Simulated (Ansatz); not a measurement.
# C3H6FNSi: up Jacob's ladder to CCSD(T)

Aim: compute C3H6FNSi with functionals from several rungs and with coupled cluster, and see how far each lands from CCSD(T) at the basis-set limit for the atomisation energy.

Computed with Ansatz 0.2.0, Gaussian basis. Level: functionals in def2-TZVPP, the program's frozen cores in correlated methods.

The runs, in order: PBE-D4, r2SCAN-D4, PBE0-D4, B3LYP-D4, ωB97X-V, ωB97M-V, B2PLYP; CCSD(T)/def2-TZVPP; MP2/def2-QZVPP; extrapolation to the limit.

## Step 1: The relaxed structure

All runs share one geometry, relaxed beforehand with PBE0-D4 in a triple-zeta def2 set.

SMILES `C=N/C([SiH3])=C\F`, 12 atoms, charge 0, spin multiplicity 1.

Atoms are counted from 1 here; the program's logs count them from 0.

Bond lengths: C1–N2 1.261 Å, C1–H7 1.095 Å, C1–H8 1.089 Å, N2–C3 1.397 Å, C3–Si4 1.869 Å, C3–C5 1.332 Å, Si4–H9 1.486 Å, Si4–H10 1.486 Å, Si4–H11 1.484 Å, C5–F6 1.338 Å, C5–H12 1.083 Å. Angles: N2–C1–H7 123.3°, N2–C1–H8 118.8°, H7–C1–H8 117.9°, C1–N2–C3 120.4°, N2–C3–Si4 117.2°, N2–C3–C5 123.6°, Si4–C3–C5 118.9°, C3–Si4–H9 108.0°, C3–Si4–H10 109.7°, C3–Si4–H11 110.5°, H9–Si4–H10 109.6°, H9–Si4–H11 110.3°, H10–Si4–H11 108.7°, C3–C5–F6 122.7°, C3–C5–H12 124.5°, F6–C5–H12 112.7°.

## Step 2: PBE-D4 (GGA)

File in.yaml:

```yaml
crystal:
  periodic: [false, false, false]
  atoms:
    - {symbol: C, position_ang: [-0.132467, -1.445045, 1.593687]}
    - {symbol: N, position_ang: [0.516314, -0.466557, 1.132965]}
    - {symbol: C, position_ang: [0.003073, 0.285684, 0.073763]}
    - {symbol: Si, position_ang: [1.015429, 0.351415, -1.496114]}
    - {symbol: C, position_ang: [-1.082049, 1.052448, 0.172041]}
    - {symbol: F, position_ang: [-1.819974, 1.121068, 1.285822]}
    - {symbol: H, position_ang: [-1.096685, -1.770899, 1.189200]}
    - {symbol: H, position_ang: [0.283177, -2.001317, 2.432254]}
    - {symbol: H, position_ang: [0.311132, 1.237125, -2.458912]}
    - {symbol: H, position_ang: [1.137521, -1.013846, -2.070264]}
    - {symbol: H, position_ang: [2.375854, 0.874623, -1.216369]}
    - {symbol: H, position_ang: [-1.434226, 1.720199, -0.604075]}
basis:
  gaussian: {orbitals: def2-TZVPP}
hamiltonian: {xc: pbe, dispersion: d4}
output: {forces: true, orbitals: {seedname: orbitals}}
```

Command:

```console
$ ansatz run in.yaml --threads 4 --pin off --events-out ev --progress --plain --max-ram 10444MiB
```

Further steps of the session: r2SCAN-D4 (meta-GGA); PBE0-D4 (hybrid); B3LYP-D4 (hybrid); ωB97X-V (range-separated); ωB97M-V (range-separated); B2PLYP (double hybrid); CCSD(T) in def2-TZVPP; MP2 in def2-QZVPP.

Before running them: what should the planned runs give, taken together? Wanted: atomisation energy, CCSD(T)/CBS; farthest; mean size of error, hybrid; mean size of error, range-separated; gap, smallest and largest; T1 diagnostic; triples share of the correlation energy.

The runs gave:

| quantity | value |
| --- | --- |
| atomisation energy, CCSD(T)/CBS | 1096.9 kcal/mol |
| functionals within 5.5 kcal/mol (0.5 %) | r2SCAN-D4 |
| farthest | PBE-D4 (+37.0 kcal/mol) |
| mean size of error, hybrid | 7.3 kcal/mol |
| mean size of error, range-separated | 6.2 kcal/mol |
| gap, smallest and largest | 3.64 eV (PBE-D4), 10.52 eV (ωB97X-V) |
| T1 diagnostic | 0.0135 |
| triples share of the correlation energy | 4.1 % |

**Reading.** PBE-D4 misses by +37.0 kcal/mol. Double hybrids carry the basis error of their MP2 part in triple zeta, and no dispersion term here, so their miss is partly the set-up's. The reference freezes the cores and leaves out relativity and excitations past (T), so misses under about 5.5 kcal/mol can't be ranked. Hartree-Fock recovers 71 % of the binding; the rest is correlation. Orbital gaps span 3.6 to 10.5 eV; exact exchange widens them. The restricted reference is unstable towards a spin-broken one.
